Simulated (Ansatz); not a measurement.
# BClH4OSi: small, medium and large basis sets

Aim: see how fast density functionals converge with the basis set for BClH4OSi.

Computed with Ansatz 0.2.0, Gaussian basis. Level: one geometry, several basis sets.

The runs, in order: PBE0-D4/def2-SVP; ωB97M-V/def2-SVP; PBE0-D4/def2-QZVPP; ωB97M-V/def2-QZVPP; the functionals' def2-TZVPP values are taken from earlier runs.

1 further run of the same task is left out (it didn't finish).

## 1. The geometry

The geometry comes from an earlier relaxation with PBE0-D4 in a triple-zeta def2 set; it is a stationary point, not always the lowest conformer.

SMILES `OB([SiH3])Cl`, 8 atoms, charge 0, spin multiplicity 1.

Atoms are counted from 1 here; the program's logs count them from 0.

Bond lengths: O1–B2 1.343 Å, O1–H5 0.965 Å, B2–Si3 2.023 Å, B2–Cl4 1.779 Å, Si3–H6 1.486 Å, Si3–H7 1.488 Å, Si3–H8 1.488 Å. Angles: B2–O1–H5 113.9°, O1–B2–Si3 121.8°, O1–B2–Cl4 119.2°, Si3–B2–Cl4 119.0°, B2–Si3–H6 112.1°, B2–Si3–H7 109.2°, B2–Si3–H8 109.2°, H6–Si3–H7 109.1°, H6–Si3–H8 109.1°, H7–Si3–H8 108.1°.

## 2. PBE0-D4 in def2-SVP

Contents of in.yaml:

```yaml
crystal:
  periodic: [false, false, false]
  atoms:
    - {symbol: O, position_ang: [-0.463387, 1.550875, -0.887962]}
    - {symbol: B, position_ang: [-0.138061, 0.255272, -0.750147]}
    - {symbol: Si, position_ang: [0.266281, -0.556197, 1.058368]}
    - {symbol: Cl, position_ang: [-0.059070, -0.776790, -2.196423]}
    - {symbol: H, position_ang: [-0.632477, 1.816924, -1.799569]}
    - {symbol: H, position_ang: [0.148712, 0.439360, 2.155935]}
    - {symbol: H, position_ang: [1.647883, -1.109108, 1.049146]}
    - {symbol: H, position_ang: [-0.677883, -1.677437, 1.314953]}
basis:
  gaussian: {orbitals: def2-SVP}
hamiltonian: {xc: pbe0, dispersion: d4}
output: {orbitals: {seedname: orbitals}}
```

After this run come: ωB97M-V in def2-SVP; PBE0-D4 in def2-QZVPP; ωB97M-V in def2-QZVPP.

Before running them: what should the planned runs give, taken together? Wanted: PBE0-D4: double and triple zeta above quadruple; ωB97M-V: double and triple zeta above quadruple.

**Answer**, as computed:

| quantity | value |
| --- | --- |
| PBE0-D4: double and triple zeta above quadruple | 11.04, 0.79 eV |
| ωB97M-V: double and triple zeta above quadruple | 11.07, 0.74 eV |

In words: PBE0-D4 gains 10.25 eV from double to triple zeta, then 0.79 eV more. Total energies overstate the basis error of differences, where much of it tends to cancel.
